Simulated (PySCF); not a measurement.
# P⁻: dipole response in x2c-QZVPPall plus 1 even-tempered diffuse shell per l

Aim: the static polarisability and the C₆ coefficient of P⁻, method by method.

The numbers are computed with PySCF 2.14.0 (unrestricted determinants in a Gaussian basis, no spin-orbit coupling in the energies), except any that are marked as measured or tabulated.

## (1) The system

- Element: phosphorus (Z = 15)
- Basis: x2c-QZVPPall with one added diffuse shell each of s, p, d, f type (10s7p5d3f1g, 86 functions)
- Hamiltonian: scalar relativity by spin-free X2C-1e
- State 1: P⁻: [Ne] 3s2 3p4, high-spin 3P determinant
- Methods: UHF, PBE, PBE0, wB97X-V

The outer shells:

P- [Ne] 3s2 3p4
```
[Ne] core
3s [↑↓]
3p [↑↓][↑ ][↑ ]
```

One driver process ran all states and methods and kept the integrals in memory. Each run is shown as a PySCF script that sums up its settings (the driver passes frozen orbitals as a list and adds second-order terms of double hybrids); the logs are those of the runs themselves. The driver starts from symmetry-adapted Hartree-Fock orbitals, holds the occupation by maximum overlap and uses a logarithmic radial grid for functionals, so a plain start would take other cycles.

The driver's launch:

```
$ OMP_NUM_THREADS=1 python atomrun2.py TASK.json OUT
```

The integrals over 86 functions and the set-up took 0.32 s of CPU time.

## (2) P⁻, method by method

#### UHF

input.py

```python
from pyscf import gto, scf, dft, mp, cc
import basis_set_exchange as bse
mol = gto.M(atom="P 0 0 0", charge=-1, spin=2, symmetry="D2h",
            basis=gto.basis.parse(bse.get_basis("x2c-QZVPPall", elements=["P"], fmt="nwchem", header=False, augment_diffuse=1)),
            nucmod="G")
mf = scf.UHF(mol).sfx2c1e()
mf.irrep_nelec = {'Ag': (3, 3), 'B1u': (2, 1), 'B2u': (2, 2), 'B3u': (2, 1)}
mf.kernel()
```

Standard output:

```text
damping factor = 0
level_shift factor = 0
DIIS = <class 'pyscf.scf.diis.CDIIS'>
diis_start_cycle = 1
diis_space = 10
diis_damp = 0
SCF conv_tol = 1e-09
SCF conv_tol_grad = None
number electrons alpha = 9  beta = 7
cycle= 1 E= -341.523490731271  delta_E= -0.00362  |g|= 0.0229  |ddm|= 0.0359
cycle= 2 E= -341.524174957343  delta_E= -0.000684  |g|= 0.0111  |ddm|= 0.0188
cycle= 3 E= -341.524463671944  delta_E= -0.000289  |g|= 0.00337  |ddm|= 0.026
cycle= 4 E= -341.524534636932  delta_E= -7.1e-05  |g|= 0.00253  |ddm|= 0.017
cycle= 5 E= -341.52459998657  delta_E= -6.53e-05  |g|= 0.00135  |ddm|= 0.0243
cycle= 6 E= -341.524620687365  delta_E= -2.07e-05  |g|= 0.000366  |ddm|= 0.0199
cycle= 7 E= -341.524621191136  delta_E= -5.04e-07  |g|= 0.000108  |ddm|= 0.00209
cycle= 8 E= -341.524621213391  delta_E= -2.23e-08  |g|= 3e-05  |ddm|= 0.000371
cycle= 9 E= -341.524621216946  delta_E= -3.55e-09  |g|= 7.71e-06  |ddm|= 0.000202
cycle= 10 E= -341.524621217252  delta_E= -3.06e-10  |g|= 2.32e-06  |ddm|= 5.51e-05
converged SCF energy = -341.524621217252  <S^2> = 2.0267846  2S+1 = 3.0178036
```

It took 12 s on 1 thread of Neoverse-V2, shared host, the integrals not counted.

The occupied shells:

```csv
shell,electrons,mean orbital energy (eV),spread (eV),rms radius (bohr)
1s α,1,-2174.8,0,0.120
1s β,1,-2174.4,0,0.120
2s α,1,-198.03,0,0.560
2s β,1,-197.67,0,0.560
2p α,3,-139.79,0.348,0.540
2p β,3,-139.11,0.275,0.540
3s α,1,-14.498,0,2.17
3s β,1,-9.638,0,2.17
3p α,3,-2.822,1.545,3.07
3p β,1,-0.670,0,3.07
```

⟨S²⟩ = 2.027, ⟨L²⟩ = 2.07.

The driver then solved the coupled dipole response at imaginary frequencies: mean α = 71.39 bohr³ (xx, yy, zz: 56.47, 101.2, 56.47), C₆ = 832.0 au for a like pair.

#### PBE

input.py, as changed from the run before:

```diff
@@ -5,3 +5,3 @@
             nucmod="G")
-mf = scf.UHF(mol).sfx2c1e()
+mf = dft.UKS(mol, xc="PBE").sfx2c1e()
 mf.irrep_nelec = {'Ag': (3, 3), 'B1u': (2, 1), 'B2u': (2, 2), 'B3u': (2, 1)}
```

Standard output:

```text
damping factor = 0
level_shift factor = 0
DIIS = <class 'pyscf.scf.diis.CDIIS'>
diis_start_cycle = 1
diis_space = 10
diis_damp = 0
SCF conv_tol = 1e-09
SCF conv_tol_grad = None
number electrons alpha = 9  beta = 7
XC functionals = PBE
    J. P. Perdew, K. Burke, and M. Ernzerhof.,  Phys. Rev. Lett. 77, 3865 (1996)
    J. P. Perdew, K. Burke, and M. Ernzerhof.,  Phys. Rev. Lett. 78, 1396 (1997)
    J. P. Perdew, K. Burke, and M. Ernzerhof.,  Phys. Rev. Lett. 77, 3865 (1996)
    J. P. Perdew, K. Burke, and M. Ernzerhof.,  Phys. Rev. Lett. 78, 1396 (1997)
cycle= 1 E= -341.973769545809  delta_E= -0.0134  |g|= 0.0179  |ddm|= 0.187
cycle= 2 E= -341.973773340799  delta_E= -3.79e-06  |g|= 0.0182  |ddm|= 0.0562
cycle= 3 E= -341.974086033881  delta_E= -0.000313  |g|= 0.00915  |ddm|= 0.0495
cycle= 4 E= -341.974149026418  delta_E= -6.3e-05  |g|= 0.00155  |ddm|= 0.0112
cycle= 5 E= -341.97415317701  delta_E= -4.15e-06  |g|= 0.000316  |ddm|= 0.00548
cycle= 6 E= -341.974153324793  delta_E= -1.48e-07  |g|= 3.53e-05  |ddm|= 0.00101
cycle= 7 E= -341.974153326397  delta_E= -1.6e-09  |g|= 3.12e-06  |ddm|= 7.54e-05
cycle= 8 E= -341.974153326407  delta_E= -1.07e-11  |g|= 5.21e-07  |ddm|= 6.9e-06
converged SCF energy = -341.974153326407  <S^2> = 2.0094681  2S+1 = 3.0063054
```

It took 0.66 s on 1 thread of Neoverse-V2, shared host, the integrals not counted.

At PBE the highest occupied level has a positive energy, so only the finite basis holds that electron; in a density functional this comes from self-interaction and does not mean that the real anion is unbound.

#### PBE0

input.py, as changed from the run before:

```diff
@@ -5,3 +5,3 @@
             nucmod="G")
-mf = dft.UKS(mol, xc="PBE").sfx2c1e()
+mf = dft.UKS(mol, xc="PBE0").sfx2c1e()
 mf.irrep_nelec = {'Ag': (3, 3), 'B1u': (2, 1), 'B2u': (2, 2), 'B3u': (2, 1)}
```

Standard output:

```text
damping factor = 0
level_shift factor = 0
DIIS = <class 'pyscf.scf.diis.CDIIS'>
diis_start_cycle = 1
diis_space = 10
diis_damp = 0
SCF conv_tol = 1e-09
SCF conv_tol_grad = None
number electrons alpha = 9  beta = 7
XC functionals = PBE0
    C. Adamo and V. Barone.,  J. Chem. Phys. 110, 6158 (1999)
    M. Ernzerhof and G. E. Scuseria.,  J. Chem. Phys. 110, 5029 (1999)
cycle= 1 E= -341.997853239714  delta_E= -0.00808  |g|= 0.0198  |ddm|= 0.119
cycle= 2 E= -341.998254340946  delta_E= -0.000401  |g|= 0.016  |ddm|= 0.0526
cycle= 3 E= -341.998504809268  delta_E= -0.00025  |g|= 0.0054  |ddm|= 0.0307
cycle= 4 E= -341.998564969474  delta_E= -6.02e-05  |g|= 0.00203  |ddm|= 0.0168
cycle= 5 E= -341.998580470321  delta_E= -1.55e-05  |g|= 0.000377  |ddm|= 0.0114
cycle= 6 E= -341.99858135778  delta_E= -8.87e-07  |g|= 5.78e-05  |ddm|= 0.00335
cycle= 7 E= -341.998581373985  delta_E= -1.62e-08  |g|= 3.36e-06  |ddm|= 0.000482
cycle= 8 E= -341.998581374009  delta_E= -2.46e-11  |g|= 6.03e-07  |ddm|= 1.48e-05
converged SCF energy = -341.998581374009  <S^2> = 2.0102293  2S+1 = 3.0068118
```

Time after the integrals: 1.1 s (1 thread of Neoverse-V2, shared host).

At PBE0 the highest occupied level has a positive energy, so only the finite basis holds that electron; in a density functional this comes from self-interaction and does not mean that the real anion is unbound.

#### wB97X-V

input.py, as changed from the run before:

```diff
@@ -5,3 +5,3 @@
             nucmod="G")
-mf = dft.UKS(mol, xc="PBE0").sfx2c1e()
+mf = dft.UKS(mol, xc="WB97X_V").sfx2c1e()
 mf.irrep_nelec = {'Ag': (3, 3), 'B1u': (2, 1), 'B2u': (2, 2), 'B3u': (2, 1)}
```

Standard output:

```text
damping factor = 0
level_shift factor = 0
DIIS = <class 'pyscf.scf.diis.CDIIS'>
diis_start_cycle = 1
diis_space = 10
diis_damp = 0
SCF conv_tol = 1e-09
SCF conv_tol_grad = None
number electrons alpha = 9  beta = 7
XC functionals = WB97X_V
    N. Mardirossian and M. Head-Gordon.,  Phys. Chem. Chem. Phys. 16, 9904-9924 (2014)
NLC functional = WB97X_V
cycle= 1 E= -342.066972322822  delta_E= -0.00754  |g|= 0.0191  |ddm|= 0.101
cycle= 2 E= -342.067560274994  delta_E= -0.000588  |g|= 0.00816  |ddm|= 0.0377
cycle= 3 E= -342.067789306312  delta_E= -0.000229  |g|= 0.0051  |ddm|= 0.0283
cycle= 4 E= -342.067876056229  delta_E= -8.67e-05  |g|= 0.00249  |ddm|= 0.0177
cycle= 5 E= -342.067918084751  delta_E= -4.2e-05  |g|= 0.000696  |ddm|= 0.0193
cycle= 6 E= -342.067921000586  delta_E= -2.92e-06  |g|= 0.000155  |ddm|= 0.00555
cycle= 7 E= -342.067921080076  delta_E= -7.95e-08  |g|= 1.53e-05  |ddm|= 0.000954
cycle= 8 E= -342.067921080913  delta_E= -8.37e-10  |g|= 4.99e-06  |ddm|= 8.34e-05
converged SCF energy = -342.067921080913  <S^2> = 2.0076804  2S+1 = 3.0051159
```

It took 28 s on 1 thread of Neoverse-V2, shared host, the integrals not counted.

The driver then solved the coupled dipole response at imaginary frequencies: mean α = 73.96 bohr³ (xx, yy, zz: 61.19, 99.49, 61.19), C₆ = 877.8 au for a like pair.

Radial density 4πr²ρ of P⁻ at UHF:

```csv
r (bohr),density,spin density
0.00204,0.123,0.000
0.00343,0.325,0.000
0.00577,0.834,0.000
0.00971,2.05,0.000
0.0163,4.66,0.000
0.0275,9.32,0.000
0.0462,15.0,0.003
0.0777,17.0,0.016
0.131,12.5,0.061
0.220,11.7,0.143
0.370,16.1,0.134
0.622,9.10,-0.009
1.05,2.32,0.300
1.76,2.71,0.901
2.96,1.37,0.533
4.98,0.235,0.063
8.37,0.0167,-0.004
14.1,6.32e-05,0.000
```

## (3) Polarisabilities and C₆

P⁻, in atomic units:

```csv
method,mean α,C₆ (like pair),S(−4)
UHF,71.39,832.0,2539
wB97X-V,73.96,877.8,2450
```

α(iu) at wB97X-V:

```csv
u (hartree),α(iu) (bohr³)
0,73.96
0.0500,68.59
0.100,57.82
0.200,38.73
0.300,26.48
0.500,14.02
0.750,7.636
1.00,4.770
1.50,2.380
2.00,1.442
3.00,0.7173
5.00,0.3068
```

## (4) What came out

```
quantity                                 value
 α of P⁻  71.39 (UHF) to 73.96 (wB97X-V) bohr³
```

In words: A single London oscillator with the computed α and C₆ of P⁻ at UHF would have ω = 4 C₆ / (3 α²) = 0.218 hartree. The basis is finite, and no extrapolation was made.
